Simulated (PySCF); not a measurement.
CGeClH5, in a box:

```xyz
8
Lattice="12.0000 0.0000 0.0000 0.0000 13.0000 0.0000 0.0000 0.0000 13.0000" Properties=species:S:1:pos:R:3 pbc="T T T"
C     5.2460    7.4922    5.8399
Ge    6.2039    5.8927    6.3755
Cl    7.4126    6.4042    8.0967
H     5.9548    8.2793    5.5830
H     4.6133    7.8360    6.6582
H     4.6204    7.2783    4.9713
H     7.1806    5.3959    5.2991
H     5.2684    4.7627    6.8301
```

Base run:

- Program: PySCF 2.14.0
- Functional: M06-L
- Dispersion: D4
- Potentials or basis: def2-svp (all-electron)
- k mesh: 1 × 1 × 1
- Occupations: fixed
- Spin: no spin polarisation

Its results: gap between the frontier levels 7.30 eV.

Question: After a change of settings the same cell gave: gap between the frontier levels 6.83 eV. Which change was it?
A. functional from M06-L to HSE03; dispersion from D4 to none
B. functional from M06-L to revTPSS; dispersion from D4 to D3
C. functional from M06-L to RPBE; dispersion from D4 to none
D. functional from M06-L to PBE; dispersion from D4 to none

Answer: B.

Caveats: this is a molecule in a periodic box at the Γ point, so its band gap is the HOMO-LUMO gap; relativity is left out, which matters for the heavier elements; the basis of atomic orbitals isn't converged, which shifts pressures, moduli and gaps.
